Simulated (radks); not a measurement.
# Ionisation of Ta³⁺: one atom, several choices of relativity

Aim: the ionisation energy of Ta³⁺ ([Xe] 4f14 5d2) to Ta⁴⁺ ([Xe] 4f14 5d1) for each choice of relativity, and which comes nearest the tabulated value.

Method: Kohn-Sham, LDA (Slater exchange, Perdew-Wang correlation), spin-unpolarised, spherical densities. Code: radks (a radial shooting solver on a logarithmic mesh, Libxc functionals) version 1.

**1. The system**

| Item | Value |
| --- | --- |
| element | tantalum (Z = 73) |
| charge | +3 |
| electrons | 70 |
| configuration | [Xe] 4f14 5d2 |
| ion | Ta⁴⁺, [Xe] 4f14 5d1 |
| choices | non-relativistic; scalar-relativistic; Dirac, 2j+1 shares; Dirac, low j first; scalar-relativistic, finite nucleus; Dirac, 2j+1 shares, finite nucleus; Dirac, c × 5; Dirac, c × 1.25; Dirac, c × 10 |

**2. non-relativistic: Ta³⁺**

Input:

```text
Z 73
configuration [Xe] 4f14 5d2 6s0 6p0
relativity non-relativistic
functional lda,pw
spin unpolarised
nucleus point
```

**3. non-relativistic: Ta⁴⁺**

Input:

```text
Z 73
configuration [Xe] 4f14 5d1
relativity non-relativistic
functional lda,pw
spin unpolarised
nucleus point
```

**4. scalar-relativistic: Ta³⁺**

Input:

```text
Z 73
configuration [Xe] 4f14 5d2 6s0 6p0
relativity scalar-relativistic
functional lda,pw
spin unpolarised
nucleus point
c 137.035999084
```

**5. scalar-relativistic: Ta⁴⁺**

Input:

```text
Z 73
configuration [Xe] 4f14 5d1
relativity scalar-relativistic
functional lda,pw
spin unpolarised
nucleus point
c 137.035999084
```

**6. Dirac, 2j+1 shares: Ta³⁺**

Input:

```text
Z 73
configuration [Xe] 4f14 5d2 6s0 6p0
relativity Dirac
functional lda,pw
spin unpolarised
j_filling average
nucleus point
c 137.035999084
```

**7. Dirac, 2j+1 shares: Ta⁴⁺**

Input: that of step 6 with these lines changed.

```diff
@@ -1,3 +1,3 @@
 Z 73
-configuration [Xe] 4f14 5d2 6s0 6p0
+configuration [Xe] 4f14 5d1
 relativity Dirac
```

**8. Dirac, low j first: Ta³⁺**

Input:

```text
Z 73
configuration [Xe] 4f14 5d2 6s0 6p0
relativity Dirac
functional lda,pw
spin unpolarised
j_filling energy
nucleus point
c 137.035999084
```

**9. Dirac, low j first: Ta⁴⁺**

Input:

```text
Z 73
configuration [Xe] 4f14 5d1
relativity Dirac
functional lda,pw
spin unpolarised
j_filling energy
nucleus point
c 137.035999084
```

**10. scalar-relativistic, finite nucleus: Ta³⁺**

Input:

```text
Z 73
configuration [Xe] 4f14 5d2 6s0 6p0
relativity scalar-relativistic
functional lda,pw
spin unpolarised
nucleus finite rms 5.3507 fm
c 137.035999084
```

**11. scalar-relativistic, finite nucleus: Ta⁴⁺**

Input:

```text
Z 73
configuration [Xe] 4f14 5d1
relativity scalar-relativistic
functional lda,pw
spin unpolarised
nucleus finite rms 5.3507 fm
c 137.035999084
```

**12. Dirac, 2j+1 shares, finite nucleus: Ta³⁺**

Input:

```text
Z 73
configuration [Xe] 4f14 5d2 6s0 6p0
relativity Dirac
functional lda,pw
spin unpolarised
j_filling average
nucleus finite rms 5.3507 fm
c 137.035999084
```

**13. Dirac, 2j+1 shares, finite nucleus: Ta⁴⁺**

Input: that of step 12 with these lines changed.

```diff
@@ -1,3 +1,3 @@
 Z 73
-configuration [Xe] 4f14 5d2 6s0 6p0
+configuration [Xe] 4f14 5d1
 relativity Dirac
```

**14. Dirac, c × 5: Ta³⁺**

Input:

```text
Z 73
configuration [Xe] 4f14 5d2 6s0 6p0
relativity Dirac
functional lda,pw
spin unpolarised
j_filling average
nucleus point
c 685.18
```

**15. Dirac, c × 5: Ta⁴⁺**

Input:

```text
Z 73
configuration [Xe] 4f14 5d1
relativity Dirac
functional lda,pw
spin unpolarised
j_filling average
nucleus point
c 685.18
```

**16. Dirac, c × 1.25: Ta³⁺**

Input:

```text
Z 73
configuration [Xe] 4f14 5d2 6s0 6p0
relativity Dirac
functional lda,pw
spin unpolarised
j_filling average
nucleus point
c 171.295
```

**17. Dirac, c × 1.25: Ta⁴⁺**

Input:

```text
Z 73
configuration [Xe] 4f14 5d1
relativity Dirac
functional lda,pw
spin unpolarised
j_filling average
nucleus point
c 171.295
```

**18. Dirac, c × 10: Ta³⁺**

Input:

```text
Z 73
configuration [Xe] 4f14 5d2 6s0 6p0
relativity Dirac
functional lda,pw
spin unpolarised
j_filling average
nucleus point
c 1370.35999
```

**19. Dirac, c × 10: Ta⁴⁺**

Input:

```text
Z 73
configuration [Xe] 4f14 5d1
relativity Dirac
functional lda,pw
spin unpolarised
j_filling average
nucleus point
c 1370.35999
```

**Question.** What will these runs give? Wanted: for each run, relativity; E(Ta³⁺); Δ-SCF; −ε(HOMO); <r> HOMO; error.

As calculated:

| relativity | E(Ta³⁺) (hartree) | Δ-SCF (eV) | −ε(HOMO) (eV) | <r> HOMO (bohr) | error (eV) |
| --- | --- | --- | --- | --- | --- |
| non-relativistic | -14794.1655 | 36.290 | 30.271 | 1.807 | +1.29 |
| scalar-relativistic | -15593.5833 | 35.366 | 29.454 | 1.838 | +0.37 |
| Dirac, 2j+1 shares | -15614.8874 | 35.344 | 29.102 | 1.859 | +0.34 |
| Dirac, low j first | -15614.9238 | 35.762 | 29.777 | 1.817 | +0.76 |
| scalar-relativistic, finite nucleus | -15591.3174 | 35.367 | 29.455 | 1.838 | +0.37 |
| Dirac, 2j+1 shares, finite nucleus | -15612.6013 | 35.345 | 29.103 | 1.859 | +0.34 |
| Dirac, c × 5 | -14822.6152 | 36.251 | 30.222 | 1.809 | +1.25 |
| Dirac, c × 1.25 | -15289.8968 | 35.675 | 29.508 | 1.840 | +0.67 |
| Dirac, c × 10 | -14801.2498 | 36.280 | 30.258 | 1.807 | +1.28 |

The NIST Atomic Spectra Database lists 35 +/- 1.7 eV (theoretical). Nearest is Dirac, 2j+1 shares (+0.34 eV off), farthest non-relativistic (+1.29 eV). Runs with a scaled speed of light are not ranked. The ionisation energies span 0.95 eV, the total energies of Ta³⁺ 22334 eV (scaled speeds of light included): most of the change in the total cancels in the difference. From the non-relativistic level to Dirac, 2j+1 shares, finite nucleus the 1s level goes from -61944 to -67225 eV and the ionisation energy moves by -0.95 eV. Levels marked c × scale the speed of light and are no model of nature. Spin polarisation and multiplet splitting of open shells are left out at every level.
